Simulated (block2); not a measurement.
# SnSe (SMILES [Se][Sn]) at DMRG/STO-3G

What is the vertical ionisation energy of SnSe at DMRG/STO-3G? 

Program for the calculation: block2 0.5.4.

5 further runs of the same task are left out: 1 that didn't finish, 4 set aside as unsound or not needed. Runs told in other sessions of the task aren't counted.

### Step 1. The system as given

SnSe has 2 atoms, charge 0, and is taken as a singlet. SMILES: `[Se][Sn]`. The coordinates come from a PBE0-D4/def2-TZVP relaxation.

Bond lengths: Se1–Sn2 2.325 Å.

### Step 2. A single-point energy at DMRG/STO-3G

Input file prepare.py:

```python
from pyscf import ao2mo, cc, dft, gto, mcscf, mp, scf
from pyscf.tools import fcidump

mol = gto.M(atom=[
    ("Se", (0.000000, -0.000000, 0.006530)),
    ("Sn", (-0.000000, 0.000000, 2.331810)),
], basis="sto-3g", charge=0, verbose=3)
print("nao = %d" % (mol.nao))
mf = scf.RHF(mol)
mf.conv_tol = 1e-10
mf.max_cycle = 200
mf.kernel()
if not mf.converged:
    mf = mf.newton().run(mf.mo_coeff, mf.mo_occ)
print("E(SCF) = %.10f" % (mf.e_tot))
# MP2, CCSD and CCSD(T) with the same frozen core
ref = mf
pt = mp.MP2(ref, frozen=27).run()
mycc = cc.CCSD(ref, frozen=27)
mycc.max_cycle = 150
mycc.kernel()
print(f"MP2 total energy = {pt.e_tot:.10f}")
if mycc.converged:
    print(f"CCSD total energy = {mycc.e_tot:.10f}")
    print("CCSD(T) total energy = %.10f" % (mycc.e_tot + mycc.ccsd_t()))
    print(f"T1 diagnostic = {mycc.get_t1_diagnostic():.4f}")
# a few density functionals on the same geometry and basis
ks = dft.RKS(mol, xc="m06l").set(conv_tol=1e-9, verbose=3).run()
if ks.converged:
    print("E(M06-L) = %.8f" % (ks.e_tot))
ks = dft.RKS(mol, xc="r2scan").set(conv_tol=1e-9, verbose=3).run()
if ks.converged:
    print(f"E(r2SCAN) = {ks.e_tot:.8f}")
ks = dft.RKS(mol, xc="hse06").set(conv_tol=1e-9, verbose=3).run()
if ks.converged:
    print(f"E(HSE06) = {ks.e_tot:.8f}")
ks = dft.RKS(mol, xc="bhandhlyp").set(conv_tol=1e-9, verbose=3).run()
if ks.converged:
    print(f"E(BHLYP) = {ks.e_tot:.8f}")
# natural orbitals of MP2 give a compact matrix product state
occ_no, mo = mcscf.addons.make_natural_orbitals(mp.MP2(mf, frozen=27).run())
mf.mo_coeff = mo
# write the integrals of the correlated orbitals
cas = mcscf.CASCI(mf, 18, 30)
h1, ecore = cas.get_h1eff()
fcidump.from_integrals("FCIDUMP", h1, cas.get_h2eff(), 18, 30, nuc=ecore, ms=0)
# FCI check
ci = mcscf.CASCI(mf, 18, (15, 15))
ci.fix_spin_(ss=0)
ci.fcisolver.conv_tol = 1e-10
ci.fcisolver.max_cycle = 200
ci.kernel()
print(f"exact diagonalisation = {ci.e_tot:.10f}")
```

Input file dmrg.conf:

```
sym c1
orbitals FCIDUMP
nelec 30
spin 0
irrep 1
occ 2 2 2 2 2 2 2 2 2 2 2 2 2 2 2 0 0 0
cbias 0.1
schedule
0 200 1E-09 1E-04
3 400 1E-09 1E-05
7 400 1E-10 0.0
end
maxiter 13
sweep_tol 1E-06
noreorder
mem 2g
num_thrds 1
prefix ./tmp
outputlevel 1
onepdm
```

Launch:

```bash
python prepare.py && block2main dmrg.conf
```

Log:

```text
$ python prepare.py
nao = 45
converged SCF energy = -8336.87043166723
E(SCF) = -8336.8704316672
E(RMP2) = -8336.93824959721  E_corr = -0.0678179299792698
E(SCS-RMP2) = -8336.93790481132  E_corr = -0.0674731440929623
E(CCSD) = -8336.94324816476  E_corr = -0.07281649753059363
MP2 total energy = -8336.9382495972
CCSD total energy = -8336.9432481648
CCSD(T) correction = -0.00892577238238694
CCSD(T) total energy = -8336.9521739371
T1 diagnostic = 0.0238
converged SCF energy = -8340.43215584193
E(M06-L) = -8340.43215584
converged SCF energy = -8340.48901514944
E(r2SCAN) = -8340.48901515
converged SCF energy = -8339.65056566999
E(HSE06) = -8339.65056567
converged SCF energy = -8340.50197622607
E(BHLYP) = -8340.50197623
E(RMP2) = -8336.93824959721  E_corr = -0.0678179299792698
E(SCS-RMP2) = -8336.93790481132  E_corr = -0.0674731440929623
CASCI E = -8336.95285271038  E(CI) = -248.177106799232  S^2 = 0.0000000
exact diagonalisation = -8336.9528527104

$ block2main dmrg.conf

********************************** INPUT START **********************************
sym                                                             c1
orbitals                                                   FCIDUMP
nelec                                                           30
spin                                                             0
irrep                                                            1
occ                            2 2 2 2 2 2 2 2 2 2 2 2 2 2 2 0 0 0
cbias                                                          0.1
maxiter                                                         13
sweep_tol                                                    1E-06
noreorder
mem                                                             2g
num_thrds                                                        1
prefix                                                       ./tmp
outputlevel                                                      1
onepdm
schedule                  Sweep   0-   2 : Mmps =   200 Noise =    0.0001 DavTol =     1e-09
                          Sweep   3-   6 : Mmps =   400 Noise =     1e-05 DavTol =     1e-09
                          Sweep   7-  12 : Mmps =   400 Noise =         0 DavTol =     1e-10
********************************** INPUT END   **********************************

SPIN ADAPTED - REAL DOMAIN - DOUBLE PREC
qc mpo type =  QCTypes.Conventional
 UseMainStack = 0 MinDiskUsage = 1 MinMemUsage = 0 IBuf = 0 OBuf = 0
 FPCompression: prec = 1.00e-16 chunk = 1024
 IMain = 0 B / 134 MB DMain = 0 B / 687 MB ISeco = 0 B / 57.2 MB DSeco = 0 B / 1.01 GB
 OpenMP = 1 TBB = 0 BLIS = 0 MKL = NONE  SeqType = Tasked AlignType = None MKLIntLen = 4
 THREADING = 2 layers : Global | Operator BatchedGEMM
 NUMBER : Global = 1 Operator = 1 Quanta = 0 MKL = 1
 COMPLEX = 1 SINGLE-PREC = 1 KSYMM = 0
read integral finished 0.029396882746368647
integral sym error =            0
MinMPOMemUsage =  False
MPS =  CCRRRRRRRRRRRRRRRR 0 2 < N=30 S=0 PG=0 >
GS INIT MPS BOND DIMS =       1     3    10    35    95   190   205   205   204   205   196   184   169   171    90    35    10     3     1
pre-mpo memory usage =  156 MB
build mpo start ...
build mpo finished ... Tread = 0.000 Twrite = 0.000 T = 0.041
simpl mpo start ...
simpl mpo finished ... Tread = 0.000 Twrite = 0.000 T = 0.142
GS MPO BOND DIMS =      23    30    41    56    75    98   125   156   191   156   125    98    75    56    41    30    23     1
build 1pdm mpo 0.26305289193987846
build identity mpo 0.26517448481172323
memory usage =  200 MB
para mpo finished 0.2661083238199353
env init finished 1.9917113846167922

Sweep =    0 | Direction =  forward | Bond dimension =  200 | Noise =  1.00e-04 | Dav threshold =  1.00e-09
Time elapsed =    204.023 | E =   -8336.9527966470 | DW = 8.68222e-09

Sweep =    1 | Direction = backward | Bond dimension =  200 | Noise =  1.00e-04 | Dav threshold =  1.00e-09
Time elapsed =    210.173 | E =   -8336.9528523472 | DE = -5.57e-05 | DW = 5.06722e-08

Sweep =    2 | Direction =  forward | Bond dimension =  200 | Noise =  1.00e-04 | Dav threshold =  1.00e-09
Time elapsed =    215.787 | E =   -8336.9528527009 | DE = -3.54e-07 | DW = 3.65715e-09

Sweep =    3 | Direction = backward | Bond dimension =  400 | Noise =  1.00e-05 | Dav threshold =  1.00e-09
Time elapsed =    230.609 | E =   -8336.9528527098 | DE = -8.91e-09 | DW = 1.41510e-10

Sweep =    4 | Direction =  forward | Bond dimension =  400 | Noise =  1.00e-05 | Dav threshold =  1.00e-09
Time elapsed =    246.008 | E =   -8336.9528527101 | DE = -2.69e-10 | DW = 6.72563e-12

Sweep =    5 | Direction = backward | Bond dimension =  400 | Noise =  1.00e-05 | Dav threshold =  1.00e-09
Time elapsed =    261.050 | E =   -8336.9528527101 | DE = -4.83e-13 | DW = 1.59015e-10

Sweep =    6 | Direction =  forward | Bond dimension =  400 | Noise =  1.00e-05 | Dav threshold =  1.00e-09
Time elapsed =    276.545 | E =   -8336.9528527101 | DE = 3.28e-11 | DW = 6.67712e-12

Sweep =    7 | Direction = backward | Bond dimension =  400 | Noise =  0.00e+00 | Dav threshold =  1.00e-10
Time elapsed =    287.870 | E =   -8336.9528527104 | DE = -2.82e-10 | DW = 1.44988e-13

Final canonical form =  CRRRRRRRRRRRRRRRRR 0
DMRG Energy = -8336.952852710363004
npdm string = ['(C+D)0']

Build NPDM MPO | Nsites =    18 | Nmaxops =  2 | SymbolFree = T | Cutoff = 0.00e+00
 Site =     0 /    18 .. L =        4 R =        1 M =            0 Tmid = 0.000 T = 0.000
 Site =     1 /    18 .. L =        4 R =       35 M =           35 Tmid = 0.000 T = 0.000
 Site =     2 /    18 .. L =        4 R =       33 M =           33 Tmid = 0.000 T = 0.000
 Site =     3 /    18 .. L =        4 R =       31 M =           31 Tmid = 0.000 T = 0.000
 Site =     4 /    18 .. L =        4 R =       29 M =           29 Tmid = 0.000 T = 0.000
 Site =     5 /    18 .. L =        4 R =       27 M =           27 Tmid = 0.000 T = 0.000
 Site =     6 /    18 .. L =        4 R =       25 M =           25 Tmid = 0.000 T = 0.000
 Site =     7 /    18 .. L =        4 R =       23 M =           23 Tmid = 0.000 T = 0.000
 Site =     8 /    18 .. L =        4 R =       21 M =           21 Tmid = 0.000 T = 0.000
 Site =     9 /    18 .. L =        4 R =       19 M =           19 Tmid = 0.000 T = 0.000
 Site =    10 /    18 .. L =        4 R =       17 M =           17 Tmid = 0.000 T = 0.000
 Site =    11 /    18 .. L =        4 R =       15 M =           15 Tmid = 0.000 T = 0.000
 Site =    12 /    18 .. L =        4 R =       13 M =           13 Tmid = 0.000 T = 0.000
 Site =    13 /    18 .. L =        4 R =       11 M =           11 Tmid = 0.000 T = 0.000
 Site =    14 /    18 .. L =        4 R =        9 M =            9 Tmid = 0.000 T = 0.000
 Site =    15 /    18 .. L =        4 R =        7 M =            7 Tmid = 0.000 T = 0.000
 Site =    16 /    18 .. L =        4 R =        5 M =            5 Tmid = 0.000 T = 0.000
 Site =    17 /    18 .. L =        1 R =        4 M =            4 Tmid = 0.000 T = 0.000
Ttotal =      0.001

Expectation | Direction =  forward | BRA bond dimension =  400 | KET bond dimension =  400
Time elapsed =      0.410
NPDM Sorting | Nsites =    18 | Nmaxops =  2 | DotSite = 2 | SymbolFree = T | Compressed = T | LowMem = F | Mem = 2.53 KB
Ttotal =      0.000

DMRG OCC =   2.000 2.000 2.000 2.000 2.000 2.000 2.000 2.000 2.000 2.000 1.998 1.966 1.950 1.915 1.915 0.108 0.108 0.039
```

Run time: 6.3 min. Hardware: 1 thread of Arm Neoverse V1, shared host; peak memory 0.57 GiB.

### Step 3. The doublet cation: a single-point energy at DMRG/STO-3G

Input file prepare.py:

```python
from pyscf import ao2mo, cc, dft, gto, mcscf, mp, scf
from pyscf.tools import fcidump

geom = [
    ("Se", (0.000000, -0.000000, 0.006530)),
    ("Sn", (-0.000000, 0.000000, 2.331810)),
]
mol = gto.M(
    atom=geom,
    basis="sto-3g",
    charge=1,
    spin=1,
    verbose=3,
    max_memory=2000,
)
print("basis functions = %d" % (mol.nao))
mf = scf.ROHF(mol)
mf.conv_tol = 1e-10
mf.max_cycle = 200
mf.kernel()
if not mf.converged:
    mf = mf.newton().run(mf.mo_coeff, mf.mo_occ)
print("E(SCF) = %.10f" % (mf.e_tot))
# single-reference ladder for comparison
ref = scf.UHF(mol).run(mf.make_rdm1(), conv_tol=1e-10)
pt = mp.MP2(ref, frozen=27).run()
mycc = cc.CCSD(ref, frozen=27)
mycc.max_cycle = 150
mycc.kernel()
print(f"MP2 total energy = {pt.e_tot:.10f}")
if mycc.converged:
    print(f"CCSD total energy = {mycc.e_tot:.10f}")
    print("CCSD(T) total energy = %.10f" % (mycc.e_tot + mycc.ccsd_t()))
# a few density functionals on the same geometry and basis
ks = dft.UKS(mol, xc="m06l").set(conv_tol=1e-9, verbose=3).run(mf.make_rdm1())
if ks.converged:
    print("E(M06-L) = %.8f" % (ks.e_tot))
ks = dft.UKS(mol, xc="r2scan").set(conv_tol=1e-9, verbose=3).run(mf.make_rdm1())
if ks.converged:
    print("E(r2SCAN) = %.8f" % (ks.e_tot))
ks = dft.UKS(mol, xc="hse06").set(conv_tol=1e-9, verbose=3).run(mf.make_rdm1())
if ks.converged:
    print("E(HSE06) = %.8f" % (ks.e_tot))
ks = dft.UKS(mol, xc="bhandhlyp").set(conv_tol=1e-9, verbose=3).run(mf.make_rdm1())
if ks.converged:
    print("E(BHLYP) = %.8f" % (ks.e_tot))
# natural orbitals of MP2 give a compact matrix product state
occ_no, mo = mcscf.addons.make_natural_orbitals(mp.MP2(mf.to_uhf(), frozen=27).run())
mf.mo_coeff = mo
# write the integrals of the correlated orbitals
cas = mcscf.CASCI(mf, 18, 29)
h1, ecore = cas.get_h1eff()
fcidump.from_integrals("FCIDUMP", h1, cas.get_h2eff(), 18, 29, nuc=ecore, ms=1)
```

Input file dmrg.conf:

```
sym c1
orbitals FCIDUMP
nelec 29
spin 1
irrep 1
occ 2 2 2 2 2 2 2 2 2 2 2 2 2 2 1 0 0 0
cbias 0.3
schedule
0 50 1E-09 1E-03
2 100 1E-09 1E-04
5 150 1E-09 1E-04
7 200 1E-09 1E-05
10 200 1E-10 0.0
end
maxiter 16
sweep_tol 1E-06
gaopt default
mem 1g
num_thrds 1
prefix ./tmp
outputlevel 1
onepdm
```

Launch:

```bash
python prepare.py && block2main dmrg.conf
```

Log:

```text
$ python prepare.py
basis functions = 45
converged SCF energy = -8336.65783141299
E(SCF) = -8336.6578314130
SCF not converged.
SCF energy = -8336.66421182195 after 50 cycles  <S^2> = 0.80534736  2S+1 = 2.054602
E(UMP2) = -8336.73404949564  E_corr = -0.0698376736952386
E(SCS-UMP2) = -8336.73351376803  E_corr = -0.0693019460893146
E(UCCSD) = -8336.747776851982  E_corr = -0.08356503003594599
MP2 total energy = -8336.7340494956
CCSD total energy = -8336.7477768520
UCCSD(T) correction = -0.00900211221965128
CCSD(T) total energy = -8336.7567789642

WARN: HOMO -0.370098559681943 >= LUMO -0.370098559681911

WARN: HOMO -0.37212885434744 >= LUMO -0.371273509511305

converged SCF energy = -8340.1839624339  <S^2> = 0.77096342  2S+1 = 2.0208547
E(M06-L) = -8340.18396243
converged SCF energy = -8340.24376426894  <S^2> = 0.7706565  2S+1 = 2.0205509
E(r2SCAN) = -8340.24376427
converged SCF energy = -8339.40455295826  <S^2> = 0.76555246  2S+1 = 2.0154925
E(HSE06) = -8339.40455296
converged SCF energy = -8340.25997777953  <S^2> = 0.76359178  2S+1 = 2.0135459
E(BHLYP) = -8340.25997778
E(UMP2) = -8336.73474558882  E_corr = -0.07691417583086
E(SCS-UMP2) = -8336.73398964733  E_corr = -0.0761582343382504

$ block2main dmrg.conf

********************************** INPUT START **********************************
sym                                                             c1
orbitals                                                   FCIDUMP
nelec                                                           29
spin                                                             1
irrep                                                            1
occ                            2 2 2 2 2 2 2 2 2 2 2 2 2 2 1 0 0 0
cbias                                                          0.3
maxiter                                                         16
sweep_tol                                                    1E-06
gaopt                                                      default
mem                                                             1g
num_thrds                                                        1
prefix                                                       ./tmp
outputlevel                                                      1
onepdm
schedule                  Sweep   0-   1 : Mmps =    50 Noise =     0.001 DavTol =     1e-09
                          Sweep   2-   4 : Mmps =   100 Noise =    0.0001 DavTol =     1e-09
                          Sweep   5-   6 : Mmps =   150 Noise =    0.0001 DavTol =     1e-09
                          Sweep   7-   9 : Mmps =   200 Noise =     1e-05 DavTol =     1e-09
                          Sweep  10-  15 : Mmps =   200 Noise =         0 DavTol =     1e-10
********************************** INPUT END   **********************************

SPIN ADAPTED - REAL DOMAIN - DOUBLE PREC
qc mpo type =  QCTypes.Conventional
 UseMainStack = 0 MinDiskUsage = 1 MinMemUsage = 0 IBuf = 0 OBuf = 0
 FPCompression: prec = 1.00e-16 chunk = 1024
 IMain = 0 B / 66.8 MB DMain = 0 B / 343 MB ISeco = 0 B / 28.6 MB DSeco = 0 B / 515 MB
 OpenMP = 1 TBB = 0 BLIS = 0 MKL = NONE  SeqType = Tasked AlignType = None MKLIntLen = 4
 THREADING = 2 layers : Global | Operator BatchedGEMM
 NUMBER : Global = 1 Operator = 1 Quanta = 0 MKL = 1
 COMPLEX = 1 SINGLE-PREC = 1 KSYMM = 0
using gaopt reorder =  [ 5  6  8  7  9 15 14 17 11 13 10 16 12  4  0  1  2  3]
read integral finished 3.6519012823700905
integral sym error =            0
MinMPOMemUsage =  False
MPS =  CCRRRRRRRRRRRRRRRR 0 2 < N=29 S=1/2 PG=0 >
GS INIT MPS BOND DIMS =       1     3    10    35    59    58    58    59    59    59    59    58    58    54    59    56    15     4     1
pre-mpo memory usage =  156 MB
build mpo start ...
build mpo finished ... Tread = 0.000 Twrite = 0.000 T = 0.041
simpl mpo start ...
simpl mpo finished ... Tread = 0.000 Twrite = 0.000 T = 0.143
GS MPO BOND DIMS =      23    30    41    56    75    98   125   156   191   156   125    98    75    56    41    30    23     1
build 1pdm mpo 3.8824429381638765
build identity mpo 3.8844555732794106
memory usage =  199 MB
para mpo finished 3.885375913232565
env init finished 4.210414847359061

Sweep =    0 | Direction =  forward | Bond dimension =   50 | Noise =  1.00e-03 | Dav threshold =  1.00e-09
Time elapsed =      4.555 | E =   -8336.6381347153 | DW = 6.89538e-07

Sweep =    1 | Direction = backward | Bond dimension =   50 | Noise =  1.00e-03 | Dav threshold =  1.00e-09
Time elapsed =      6.868 | E =   -8336.7578898853 | DE = -1.20e-01 | DW = 1.08959e-04

Sweep =    2 | Direction =  forward | Bond dimension =  100 | Noise =  1.00e-04 | Dav threshold =  1.00e-09
Time elapsed =     10.948 | E =   -8336.7582210671 | DE = -3.31e-04 | DW = 4.17779e-06

Sweep =    3 | Direction = backward | Bond dimension =  100 | Noise =  1.00e-04 | Dav threshold =  1.00e-09
Time elapsed =     15.850 | E =   -8336.7582426189 | DE = -2.16e-05 | DW = 4.89927e-06

Sweep =    4 | Direction =  forward | Bond dimension =  100 | Noise =  1.00e-04 | Dav threshold =  1.00e-09
Time elapsed =     20.158 | E =   -8336.7582427934 | DE = -1.75e-07 | DW = 5.74433e-06

Sweep =    5 | Direction = backward | Bond dimension =  150 | Noise =  1.00e-04 | Dav threshold =  1.00e-09
Time elapsed =     28.449 | E =   -8336.7582485576 | DE = -5.76e-06 | DW = 1.41369e-06

Sweep =    6 | Direction =  forward | Bond dimension =  150 | Noise =  1.00e-04 | Dav threshold =  1.00e-09
Time elapsed =     38.101 | E =   -8336.7582491395 | DE = -5.82e-07 | DW = 1.45795e-06

Sweep =    7 | Direction = backward | Bond dimension =  200 | Noise =  1.00e-05 | Dav threshold =  1.00e-09
Time elapsed =     54.126 | E =   -8336.7582499817 | DE = -8.42e-07 | DW = 1.46909e-07

Sweep =    8 | Direction =  forward | Bond dimension =  200 | Noise =  1.00e-05 | Dav threshold =  1.00e-09
Time elapsed =     71.759 | E =   -8336.7582501122 | DE = -1.30e-07 | DW = 1.79716e-07

Sweep =    9 | Direction = backward | Bond dimension =  200 | Noise =  1.00e-05 | Dav threshold =  1.00e-09
Time elapsed =     89.445 | E =   -8336.7582501842 | DE = -7.20e-08 | DW = 1.47801e-07

Sweep =   10 | Direction =  forward | Bond dimension =  200 | Noise =  0.00e+00 | Dav threshold =  1.00e-10
Time elapsed =    108.182 | E =   -8336.7582502014 | DE = -1.72e-08 | DW = 5.71012e-08

Final canonical form =  LLLLLLLLLLLLLLLLLC 16
DMRG Energy = -8336.758250201371993
npdm string = ['(C+D)0']

Build NPDM MPO | Nsites =    18 | Nmaxops =  2 | SymbolFree = T | Cutoff = 0.00e+00
 Site =     0 /    18 .. L =        4 R =        1 M =            0 Tmid = 0.000 T = 0.000
 Site =     1 /    18 .. L =        4 R =       35 M =           35 Tmid = 0.000 T = 0.000
 Site =     2 /    18 .. L =        4 R =       33 M =           33 Tmid = 0.000 T = 0.000
 Site =     3 /    18 .. L =        4 R =       31 M =           31 Tmid = 0.000 T = 0.000
 Site =     4 /    18 .. L =        4 R =       29 M =           29 Tmid = 0.000 T = 0.000
 Site =     5 /    18 .. L =        4 R =       27 M =           27 Tmid = 0.000 T = 0.000
 Site =     6 /    18 .. L =        4 R =       25 M =           25 Tmid = 0.000 T = 0.000
 Site =     7 /    18 .. L =        4 R =       23 M =           23 Tmid = 0.000 T = 0.000
 Site =     8 /    18 .. L =        4 R =       21 M =           21 Tmid = 0.000 T = 0.000
 Site =     9 /    18 .. L =        4 R =       19 M =           19 Tmid = 0.000 T = 0.000
 Site =    10 /    18 .. L =        4 R =       17 M =           17 Tmid = 0.000 T = 0.000
 Site =    11 /    18 .. L =        4 R =       15 M =           15 Tmid = 0.000 T = 0.000
 Site =    12 /    18 .. L =        4 R =       13 M =           13 Tmid = 0.000 T = 0.000
 Site =    13 /    18 .. L =        4 R =       11 M =           11 Tmid = 0.000 T = 0.000
 Site =    14 /    18 .. L =        4 R =        9 M =            9 Tmid = 0.000 T = 0.000
 Site =    15 /    18 .. L =        4 R =        7 M =            7 Tmid = 0.000 T = 0.000
 Site =    16 /    18 .. L =        4 R =        5 M =            5 Tmid = 0.000 T = 0.000
 Site =    17 /    18 .. L =        1 R =        4 M =            4 Tmid = 0.000 T = 0.000
Ttotal =      0.001

Expectation | Direction = backward | BRA bond dimension =  200 | KET bond dimension =  200
Time elapsed =      0.446
NPDM Sorting | Nsites =    18 | Nmaxops =  2 | DotSite = 2 | SymbolFree = T | Compressed = T | LowMem = F | Mem = 2.53 KB
Ttotal =      0.000

DMRG OCC =   2.000 2.000 2.000 2.000 2.000 2.000 2.000 2.000 2.000 1.999 1.994 1.904 1.876 1.876 1.043 0.135 0.135 0.036
```

It took 2.4 min on 1 thread of Arm Neoverse V1, shared host; peak memory 0.36 GiB.

### Step 4. Summary of results

Level: DMRG/STO-3G, 27 core orbitals frozen.

| quantity | value |
| --- | --- |
| run 1, DMRG/STO-3G: total energy | -8336.95285 Eh |
| run 1, DMRG/STO-3G: T1 diagnostic of the CCSD step | 0.024 |
| doublet cation: total energy | -8336.75825 Eh |
| vertical ionisation energy (to the doublet cation) | 5.295 eV |

What this shows: Removing an electron at fixed nuclei costs 5.30 eV (511 kJ/mol). In a minimal basis such a difference can be off by several eV, whatever the method. The T1 diagnostic (run 1, DMRG/STO-3G) of 0.024 is above the customary mark for such species, so a single reference may not serve. Relativity is left out (run 1, DMRG/STO-3G) although the molecule holds a heavy atom. Relativity is left out (doublet cation) although the molecule holds a heavy atom.
